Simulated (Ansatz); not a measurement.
Run this with the Ansatz DFT code, driven from Python and show what comes out.

`defect.py`:
```python
"""A substitution in a supercell of WC, against the perfect cell."""

import warnings

import ansatz as az
import numpy as np

warnings.simplefilter("ignore", az.DeckWarning)

lattice = az.Lattice.of(
    [0.0, 2.192684, 2.192684],
    [2.192684, 0.0, 2.192684],
    [2.192684, 2.192684, 0.0],
)
sites = [
    ("W", [0.0, 0.0, 0.0]),
    ("C", [0.5, 0.5, 0.5]),
]
structure = az.Crystal(lattice=lattice)
for symbol, position in sites:
    structure = structure.atom(symbol, position)
host = structure.supercell(2, 2, 2)
defective = host.substitution("Mo", at=[0.0, 0.0, 0.0], replaces="W")

def prepare(structure):
    return (
        structure.calculation()
        .functional("r2SCAN")
        .kpoints(3, center="gamma")
        .occupations("fermi_dirac", width=0.15)
        .band_table()
    )


perfect = prepare(host).run().report
job = (
    prepare(defective)
    .relax(force_tolerance=0.03, max_steps=25)
)
done = job.run()
rep = done.report

n_host, n_defect = len(perfect["lattice"]["sites"]), len(rep["lattice"]["sites"])
print(f"perfect cell: {n_host} atoms, F = {perfect['free_energy_ev']:.4f} eV")
print(f"defect cell:  {n_defect} atoms, F = {rep['free_energy_ev']:.4f} eV")
# chemical potentials are still to be added to this difference
print(f"difference {rep['free_energy_ev'] - perfect['free_energy_ev']:.4f} eV (no chemical potentials)")

pull = np.linalg.norm(rep["forces_ev_ang"], axis=1)
for atom in np.argsort(-pull)[:5]:
    print(f"force on {done.lattice.sites[atom].symbol}{atom}: {pull[atom]:.3f} eV/A")

for site in done.lattice.sites:
    print(f"{site.symbol:2s}", " ".join(f"{v:8.4f}" for v in site.position_ang))
```

Running `python defect.py` prints:
```text
perfect cell: 16 atoms, F = -85186.5388 eV
defect cell:  16 atoms, F = -79757.2521 eV
difference 5429.2867 eV (no chemical potentials)
force on C9: 0.000 eV/A
force on C7: 0.000 eV/A
force on C3: 0.000 eV/A
force on C11: 0.000 eV/A
force on C13: 0.000 eV/A
Mo  -0.0000  -0.0000  -0.0000
C    2.1927   2.1927   2.1927
W    2.1927   2.1927  -0.0000
C    4.3854   4.3854   2.2060
W    2.1927  -0.0000   2.1927
C    4.3854   2.2060   4.3854
W    4.3854   2.1927   2.1927
C    6.5648   4.3854   4.3854
W   -0.0000   2.1927   2.1927
C    2.2060   4.3854   4.3854
W    2.1927   4.3854   2.1927
C    4.3854   6.5648   4.3854
W    2.1927   2.1927   4.3854
C    4.3854   4.3854   6.5648
W    4.3854   4.3854   4.3854
C    6.5781   6.5781   6.5781
```

Absolute energies stand on the zero of these potentials, so only differences at equal settings mean something. A total without «per atom» is that of the cell as typed. No spin polarisation was allowed. The mesh is modest for a metal, so energies can be off by several to tens of meV an atom and pressures by half a GPa or more; differences at equal mesh fare better. A Fermi-Dirac width this large means warm electrons, whose thermal share enters the free energy. The difference holds no chemical potentials. Errors of mesh and smearing per atom add up over the supercell, so the energy can be off by tenths of an eV. Spin-orbit coupling, which matters for elements this heavy, is left out. This cell is a computed structure, which may not be the phase found in nature. The supercell is small, so the defect meets its images and the energies aren't those of an isolated defect; a partly filled defect level may also lower its energy by spin or distortion. For a charged cell the difference holds no correction, alignment or term for the electrons' reservoir. Run time: 36 s on 1 thread of Intel(R) Xeon(R) Processor @ 2.30GHz, on a shared host, peak memory 1.2 GiB.
